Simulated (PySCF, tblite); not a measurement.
# trifluoromethanesulfonic acid (CHF₃O₃S): isotopologues and vibrational averages

How do isotopes change the rotational constants and shieldings of trifluoromethanesulfonic acid (CHF₃O₃S) (`O=S(=O)(O)C(F)(F)F`)?

Computed with tblite 0.8.0 (tight binding) and PySCF 2.14.0 (DFT, with response routines of our own); each step states its level. Atoms count from 0 throughout.

## 1. The starting structure

9 atoms, charge 0, multiplicity 1; geometry from: force field or distance geometry start.

Bonds of the start (Å): C4–F5 1.41, C4–F6 1.35, C4–F7 1.37, O0–S1 1.44, O3–H8 1.05, S1–C4 1.79, S1–O2 1.54, S1–O3 1.68.

## 2. GFN2-xTB relaxation, lowest of a short conformer search

The job: settings as JSON, then the geometry in Å.

```
{"job": {"xc": "GFN2-xTB", "basis": "xTB", "kind": "relax"}, "charge": 0, "multiplicity": 1}
O     -1.048900     1.672300    -0.601100
S     -0.695700     0.384600    -0.060100
O     -1.170500     0.235500     1.400200
O     -1.292500    -0.897500    -0.973200
C      1.068600     0.137000     0.099700
F      1.665800     0.136300    -1.172300
F      1.633700     1.131500     0.815600
F      1.266900    -1.100000     0.659800
H     -1.373100    -1.675600    -0.269400
```

The run is started by

```
$ OMP_NUM_THREADS=1 python ens_run.py task.json out
```

The driver reads the study from task.json and runs its stages one after another.

Log:

```text
step      E/eV     max force
  0    -877.14730    6.540
  1    -878.03017    2.054
  2    -878.13785    1.388
  3    -878.20487    1.192
  4    -878.23906    0.854
  5    -878.25096    0.301
  6    -878.25651    0.212
  7    -878.25972    0.153
  8    -878.26155    0.121
  9    -878.26342    0.140
 10    -878.26527    0.130
 11    -878.26734    0.126
 12    -878.26943    0.145
 13    -878.27151    0.137
 14    -878.27337    0.121
 15    -878.27466    0.082
 16    -878.27537    0.076
 17    -878.27582    0.069
 18    -878.27621    0.057
 19    -878.27654    0.047
 20    -878.27674    0.034
 21    -878.27684    0.024
 22    -878.27688    0.022
 23    -878.27692    0.018
 24    -878.27694    0.016
 25    -878.27697    0.020
 26    -878.27702    0.031
 27    -878.27708    0.032
 28    -878.27713    0.020
 29    -878.27716    0.015
 30    -878.27717    0.016
 31    -878.27719    0.015
 32    -878.27722    0.016
 33    -878.27724    0.016
 34    -878.27727    0.018
 35    -878.27731    0.024
 36    -878.27735    0.024
 37    -878.27738    0.014
 38    -878.27739    0.013
 39    -878.27741    0.015
 40    -878.27743    0.025
 41    -878.27746    0.028
 42    -878.27749    0.018
 43    -878.27750    0.010
 44    -878.27751    0.009
 45    -878.27752    0.014
 46    -878.27754    0.018
 47    -878.27756    0.017
 48    -878.27758    0.012
 49    -878.27759    0.008
 50    -878.27759    0.007
 51    -878.27760    0.006
 52    -878.27760    0.005
 53    -878.27760    0.005
 54    -878.27760    0.006
 55    -878.27761    0.009
 56    -878.27762    0.012
 57    -878.27763    0.012
 58    -878.27764    0.010
 59    -878.27765    0.009
 60    -878.27766    0.008
 61    -878.27767    0.013
 62    -878.27769    0.014
 63    -878.27770    0.009
 64    -878.27770    0.002
```

Wall time 0.51 s (1 thread of Arm Neoverse N1, shared host).

The energy fell by 1.130 eV, and the atoms moved 0.12 Å (root mean square).

## 3. Tight optimisation and Hessian

The job: settings as JSON, then the geometry in Å.

```
{"job": {"xc": "PBE0", "basis": "pcSseg-1", "grid": 2, "temperatures": [300, 1000], "kind": "geom"}, "charge": 0, "multiplicity": 1}
O     -1.026629     1.571342    -0.709435
S     -0.761671     0.398764     0.029578
O     -1.251645     0.224041     1.350255
O     -1.131363    -0.876284    -0.832383
C      1.087529     0.140364     0.076009
F      1.592984     0.201639    -1.143752
F      1.677958     1.040125     0.843518
F      1.313237    -1.071856     0.574900
H     -1.446154    -1.604161    -0.289407
```

Log:

```text
step   0  E = -26157.3169181 eV  max force = 2.08970
step   1  E = -26157.4142215 eV  max force = 0.42893
step   2  E = -26157.4231343 eV  max force = 0.37783
step   3  E = -26157.4361573 eV  max force = 0.11287
step   4  E = -26157.4360737 eV  max force = 0.17199
step   5  E = -26157.4367441 eV  max force = 0.03971
step   6  E = -26157.4367853 eV  max force = 0.01781
step   7  E = -26157.4368765 eV  max force = 0.01177
step   8  E = -26157.4368836 eV  max force = 0.00609
step   9  E = -26157.4368872 eV  max force = 0.00208
step  10  E = -26157.4368873 eV  max force = 0.00100
step  11  E = -26157.4368873 eV  max force = 0.00100
step  12  E = -26157.4368874 eV  max force = 0.00027
harmonic wavenumbers (cm-1): 51.8 178.3 183.0 294.0 296.5 326.5 353.4 439.8 473.8 560.2 562.2 600.4 774.1 833.6 1115.0 1149.7 1242.7 1267.7 1282.8 1433.2 3748.8
```

Wall time 25 min (1 thread of Arm Neoverse N1, shared host); peak memory 0.63 GiB.

## 4. Displacements along the modes, parent

The job: settings as JSON, then the geometry in Å.

```
{"job": {"xc": "PBE0", "basis": "pcSseg-1", "grid": 2, "temperatures": [300, 1000], "kind": "vib", "mass_numbers": [16, 32, 16, 16, 12, 19, 19, 19, 1]}, "charge": 0, "multiplicity": 1}
O     -0.994897     1.584358    -0.757189
S     -0.754723     0.405982     0.036167
O     -1.240820     0.207452     1.387193
O     -1.175213    -0.873742    -0.863076
C      1.085489     0.126433     0.075547
F      1.584797     0.217828    -1.141421
F      1.636677     1.037281     0.856239
F      1.327543    -1.082758     0.565099
H     -1.414607    -1.598859    -0.259276
```

Log:

```text
mode    cm-1    km/mol   phi_rrr   E(+)/cm-1  E(-)/cm-1
  1     51.75     1.17       7.6      10.35      10.09
  2    178.31    10.93       4.9      32.74      32.65
  3    183.03     3.24      -0.5      33.09      33.11
  4    293.97     4.49     -26.8      52.45      54.22
  5    296.53    40.08      49.8      68.26      64.75
  6    326.48     2.01       3.2      58.86      58.68
  7    353.44    42.09      29.8      73.63      71.71
  8    439.78    31.51     -23.1      79.54      80.93
  9    473.78    24.15      -8.6      84.97      85.64
 10    560.22     0.36      20.0     101.59     100.14
 11    562.22     0.60     -12.9     100.77     101.67
 12    600.37   143.56      -9.3     107.73     108.40
 13    774.11    28.70      66.7     141.78     136.95
 14    833.60   189.35    -163.7     144.40     156.21
 15   1114.97    73.82    -227.7     195.86     212.41
 16   1149.71   301.75     -94.6     203.60     210.39
 17   1242.67    59.11    -132.6     218.99     228.55
 18   1267.70   243.34      -3.3     228.17     228.40
 19   1282.77   275.99      -7.8     231.01     231.58
 20   1433.24   284.25      59.3     260.45     256.16
 21   3748.80   173.34    2554.4     774.90     591.56
```

It took 24 min on 1 thread of Arm Neoverse N1, shared host; peak memory 0.69 GiB.

## 5. Displacements along the modes, 2H at atom 8

The job, as its differences from that of step 4:

```diff
@@ -1,2 +1,2 @@
-{"job": {"xc": "PBE0", "basis": "pcSseg-1", "grid": 2, "temperatures": [300, 1000], "kind": "vib", "mass_numbers": [16, 32, 16, 16, 12, 19, 19, 19, 1]}, "charge": 0, "multiplicity": 1}
+{"job": {"xc": "PBE0", "basis": "pcSseg-1", "grid": 2, "temperatures": [300, 1000], "kind": "vib", "mass_numbers": [16, 32, 16, 16, 12, 19, 19, 19, 2]}, "charge": 0, "multiplicity": 1}
 O     -0.994897     1.584358    -0.757189
```

Log:

```text
mode    cm-1    km/mol   phi_rrr   E(+)/cm-1  E(-)/cm-1
  1     51.28     1.12       7.6      10.27       9.99
  2    167.14    15.77      -2.3      32.79      32.65
  3    183.01     3.28      -0.2      33.10      33.12
  4    244.35    34.81      47.7      62.26      58.88
  5    294.58     3.42     -31.0      51.95      54.18
  6    324.43     1.38      -1.6      58.31      58.51
  7    331.52     5.22     -25.3      59.01      60.66
  8    413.18    21.32      13.7      75.03      74.21
  9    471.22    22.11       8.9      85.18      84.52
 10    559.29     0.75       8.9     101.02     100.37
 11    560.65     0.12      19.3     101.64     100.25
 12    599.41   142.07       9.7     108.24     107.55
 13    772.33    30.00     -66.0     136.66     141.43
 14    823.93    87.80      99.6     152.01     144.83
 15    858.27   139.81     -75.3     153.07     158.48
 16   1148.18   284.40     -97.9     203.19     210.24
 17   1242.41    58.35    -133.6     218.91     228.54
 18   1267.39   239.39       5.0     228.41     228.05
 19   1282.53   282.65       6.7     231.49     231.01
 20   1427.80   285.32      67.5     259.77     254.92
 21   2729.21   102.07    1582.7     552.63     438.86
```

Wall time 24 min (1 thread of Arm Neoverse N1, shared host); peak memory 0.69 GiB.

## 6. Vibrational averages by isotopologue

The job: settings as JSON, then the geometry in Å.

```
{"job": {"xc": "PBE0", "basis": "pcSseg-1", "grid": 2, "temperatures": [300, 1000], "kind": "iso"}, "charge": 0, "multiplicity": 1}
O     -0.994897     1.584358    -0.757189
S     -0.754723     0.405982     0.036167
O     -1.240820     0.207452     1.387193
O     -1.175213    -0.873742    -0.863076
C      1.085489     0.126433     0.075547
F      1.584797     0.217828    -1.141421
F      1.636677     1.037281     0.856239
F      1.327543    -1.082758     0.565099
H     -1.414607    -1.598859    -0.259276
```

Log:

```text
parent
  Be/MHz 2609.447 1561.911 1550.561
  B0/MHz 2596.41 1551.607 1541.34
  ZPE/cm-1 8583.7
  <sigma>(0 K)/ppm 91.738 171.871 81.780 113.349 56.210 251.519 254.842 252.224 25.715
2H at atom 8
  Be/MHz 2560.311 1549.51 1526.556
  B0/MHz 2548.274 1539.505 1516.302
  ZPE/cm-1 7876.1
  <sigma>(0 K)/ppm 92.552 172.075 82.155 115.000 56.207 251.585 254.858 252.269 25.841
```

Wall time 73 min (1 thread of Arm Neoverse N1, shared host); peak memory 0.69 GiB. This counts the whole study up to here.

Rotational constants (MHz) at equilibrium and in the ground state:

```
isotopologue                      Be                      B0  zero-point change (cm⁻¹)
      parent  2609.4, 1561.9, 1550.6  2596.4, 1551.6, 1541.3                       0.0
2H at atom 8  2560.3, 1549.5, 1526.6  2548.3, 1539.5, 1516.3                    -707.7
```

Shieldings of the first species (ppm): at equilibrium, the vibrational parts at 0 K, and the averages:

```
atom  equilibrium  anharmonic  harmonic     0 K   300 K  1000 K
  O0       106.65       -5.46     -9.46   91.74   86.81   61.18
  S1       179.98       -2.94     -5.17  171.87  169.87  158.83
  O2        94.78       -2.66    -10.34   81.78   77.97   58.49
  O3       126.60        3.21    -16.47  113.35  110.78   96.95
  C4        58.15       -1.03     -0.91   56.21   55.77   53.22
  F5       260.74       -2.32     -6.90  251.52  248.80  235.37
  F6       264.02       -2.25     -6.93  254.84  251.98  238.42
  F7       261.13       -2.22     -6.68  252.22  249.96  238.01
  H8        26.26        0.47     -1.02   25.71   25.70   25.47
```

Isotope effects on the shieldings at 0 K (ppb; positive means more shielded):

```
atom  2H at atom 8
  O0           815
  S1           204
  O2           375
  O3          1651
  C4            -3
  F5            66
  F6            16
  F7            45
  H8           126
```

## 7. Results

```
                  quantity                       value
               point group                          C1
   B0 of the first species  2596.4, 1551.6, 1541.3 MHz
         zero-point energy                   8584 cm⁻¹
zero-point change of σ(O0)                  -14.91 ppm
```

Zero-point motion changes the shielding of O0 most, by -14.91 ppm. The largest secondary isotope effect is 1651 ppb on O3, 1 bond from the change (2H at atom 8). The job flags a low mode; perturbation theory is less sure for low modes. Internal rotors are held in one well.
